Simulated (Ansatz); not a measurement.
# HfN: a tetragonal deformation path

An exercise on one series of results from a longer session: the logs are not shown, and one member is left open.

Method: DFT PBEsol, scalar-relativistic, plane waves, PAW, in Ansatz 0.2.0.

## Starting point

The structure is cubic, space group Fm-3m (No. 225). The conventional cell has a = 4.518 Å, b = 4.518 Å, c = 4.518 Å, α = 90.00°, β = 90.00°, γ = 90.00°. Around Hf (site symmetry m-3m) lie 6 N at 2.26 Å. Around N (site symmetry m-3m) lie 6 Hf at 2.26 Å.

Coordinates:

```cif
data_structure
_symmetry_space_group_name_H-M 'P 1'
_symmetry_Int_Tables_number 1
_cell_length_a 3.1947
_cell_length_b 3.1947
_cell_length_c 3.1947
_cell_angle_alpha 60.000
_cell_angle_beta 60.000
_cell_angle_gamma 60.000
_cell_volume 23.06
loop_
_atom_site_label
_atom_site_type_symbol
_atom_site_fract_x
_atom_site_fract_y
_atom_site_fract_z
_atom_site_occupancy
Hf1 Hf 0.00000 0.00000 0.00000 1
N1 N 0.50000 0.50000 0.50000 1
```

No relaxation comes first: the listed cell is the starting point.

## The reference cell

Reference values: F = -15980.2489 eV; pressure -3.02 GPa; largest force 0.000 eV/Å; gap on the mesh none (metal). It was computed beforehand with the settings of the runs below.

The first run:

At fixed volume and fractional coordinates, lengths along (0.000, 0.000, 1.000) are scaled against those across it; ρ is that ratio over its starting value.

Input file input.yaml:

```yaml
crystal:
  lattice:
    - [0.0, 2.5357694169, 1.7927889778]
    - [2.5357694169, 0.0, 1.7927889778]
    - [2.5357694169, 2.5357694169, 0.0]
  atoms:
    - { symbol: Hf, position: [0.0, 0.0, 0.0] }
    - { symbol: "N", position: [0.5, 0.5, 0.5] }
basis:
  ecutwfc: 420
kpoints:
  mp_grid: { grid: [20, 20, 20] }
hamiltonian:
  xc: pbesol
scf:
  occupations: { method: gaussian, width: 0.15 }
output:
  forces: true
  stress: true
  eigenvalues: true
  write_density: true
  write_potential: true
  elf: true
  volumetric_format: npy
```

Launch:

```sh
ansatz run input.yaml --threads 1 --pin off --max-ram 2560MiB --backend cpu --events-out ev --progress --plain --runs-dir out
```

Among the steps run: ρ = 0.707; Point ρ = 1.414; At ρ = 0.850; At ρ = 1.200; At ρ = 0.780; At ρ = 1.300; ρ = 0.920; Point ρ = 1.100; ρ = 0.650; ρ = 1.500; ρ = 0.960; At ρ = 1.050.

One of the session's tables, all rows but one given; the rest of the session is left out.

Collected from the runs (energy zero: the undisturbed cell):

```
    ρ  ΔE (meV/atom)  pressure (GPa)
0.650         3526.7           116.3
0.707         2156.8            85.8
0.780          986.4            43.1
0.850          380.0            15.6
0.920           89.6             1.6
0.960           20.3            -1.9
1.000            0.0            -3.0
1.050           26.5            -1.6
1.100           98.5             2.6
1.200              ?               ?
1.300          585.1            36.1
1.414          976.7            61.2
1.500         1334.2            81.9
```

**Question.** Estimate the row for ρ = 1.200.

Worked estimate for «ΔE (meV/atom)». A straight line through the neighbours (1.100, 98.5) and (1.300, 585.1) gives 98.5 + (585.1 − 98.5) × (1.200 − 1.100) / (1.300 − 1.100) = 341.8; a parabola fitted to 4 rows on both sides gives 309.0.

**Answer.** ΔE (meV/atom): 312.6; pressure (GPa): 17.2. In «ΔE (meV/atom)» the line misses by +29.2 and the parabola by -3.6.

Caveats from the session: Spin polarisation is off in the runs that give these values; a magnetic solution could lie lower.
